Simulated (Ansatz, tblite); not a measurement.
# The cluster Si₃O₄−: a ladder of methods and basis sets

One table from this session's results is given with a row withheld; the runs are named, their logs left out.

Computed with Ansatz 0.2.0, Gaussian basis. Level: as each input shows.

Plan: GFN1-xTB, GFN2-xTB, PBE-D4/def2-TZVPD, r2SCAN-D4/def2-TZVPD, PBE-QIDH/def2-TZVPD, HF/def2-TZVPD, r2SCAN0-D4/def2-TZVPD, PBE-D4/def2-SVPD, PBE0-D4/def2-SVPD, CCSD(T)/def2-SVPD, MP2/def2-TZVPD, RPA/def2-TZVPD.

3 further runs of the same task are left out: 3 set aside as unsound or not needed. Runs told in other sessions of the task aren't counted.

## The geometry

The doublet was relaxed beforehand with r2SCAN-D4/def2-SVPD. At that level it is the lowest of the isomers that a small search found.

7 atoms, charge -1, spin multiplicity 2.

Bond lengths: Si1–Si2 2.373 Å, Si1–O4 1.803 Å, Si2–O5 1.744 Å, Si2–O6 1.560 Å, Si3–O4 1.629 Å, Si3–O5 1.643 Å, Si3–O7 1.542 Å. Angles: Si2–Si1–O4 88.9°, Si1–Si2–O5 100.0°, Si1–Si2–O6 143.2°, O5–Si2–O6 116.8°, O4–Si3–O5 107.7°, O4–Si3–O7 126.9°, O5–Si3–O7 125.4°, Si1–O4–Si3 125.6°, Si2–O5–Si3 117.8°.

The ion is computed in the gas phase, without counter-ions or solvent.

PBE0-D4/def2-TZVPD was run before; its log isn't repeated, and its numbers join the tables.

The first run:

Tight binding, by tblite at 300 K electronic temperature and without a spin-polarisation term:

```python
tblite.interface.Calculator('GFN1-xTB', numbers, positions, charge=-1, uhf=1).singlepoint()
```

Tight binding, by tblite at 300 K electronic temperature and without a spin-polarisation term:

```python
tblite.interface.Calculator('GFN2-xTB', numbers, positions, charge=-1, uhf=1).singlepoint()
```

start.molden holds the orbitals of an earlier run on this state, given as this run's starting guess.

File in.yaml:

```yaml
crystal:
  periodic: [false, false, false]
  atoms:
    - {symbol: Si, position_ang: [-0.791884, -0.860098, -1.793354]}
    - {symbol: Si, position_ang: [-1.245875, -0.750290, 0.533349]}
    - {symbol: Si, position_ang: [1.149053, 0.764910, -0.086546]}
    - {symbol: O, position_ang: [0.660042, 0.174397, -1.523711]}
    - {symbol: O, position_ang: [0.085730, 0.247763, 1.054453]}
    - {symbol: O, position_ang: [-2.240238, -1.227596, 1.636565]}
    - {symbol: O, position_ang: [2.383172, 1.650905, 0.179245]}
basis:
  gaussian: {orbitals: def2-TZVPD, initial_orbitals: start.molden}
total_charge: -1
magnetization: {spin_polarized: true, initial_magnetization: 1}
hamiltonian: {xc: pbe, dispersion: d4}
scf: {omitted_lower_state_checks: [starts]}
output: {orbitals: {seedname: orbitals}}
```

Command:

```
$ ansatz run in.yaml --threads 4 --pin off --events-out ev --progress --plain --max-ram 4787MiB
```

Steps of the session up to this table: PBE-D4/def2-TZVPD; r2SCAN-D4/def2-TZVPD; PBE-QIDH/def2-TZVPD; HF/def2-TZVPD; r2SCAN0-D4/def2-TZVPD; PBE-D4/def2-SVPD; PBE0-D4/def2-SVPD; CCSD(T)/def2-SVPD; MP2/def2-TZVPD; RPA/def2-TZVPD.

One table of the session follows, with a row left open; its other results are not shown here.

It belongs to the step «Levels side by side». 

```
                level  HOMO (eV)  LUMO (eV)  gap (eV)
        HF/def2-TZVPD      -3.76       4.08      7.84
     PBE-D4/def2-SVPD      -0.49       0.51      1.00
    PBE-D4/def2-TZVPD      -0.52       0.50      1.02
 r2SCAN-D4/def2-TZVPD          ?          ?         ?
    PBE0-D4/def2-SVPD      -1.47       1.29      2.76
   PBE0-D4/def2-TZVPD      -1.48       1.28      2.76
r2SCAN0-D4/def2-TZVPD      -1.70       1.46      3.16
```

Estimate the missing values for r2SCAN-D4/def2-TZVPD.

**Answer.** HOMO (eV): -0.82; LUMO (eV): 0.75; gap (eV): 1.57. In the column «HOMO (eV)» it lies between PBE0-D4/def2-SVPD (-1.47) and PBE-D4/def2-TZVPD (-0.52).
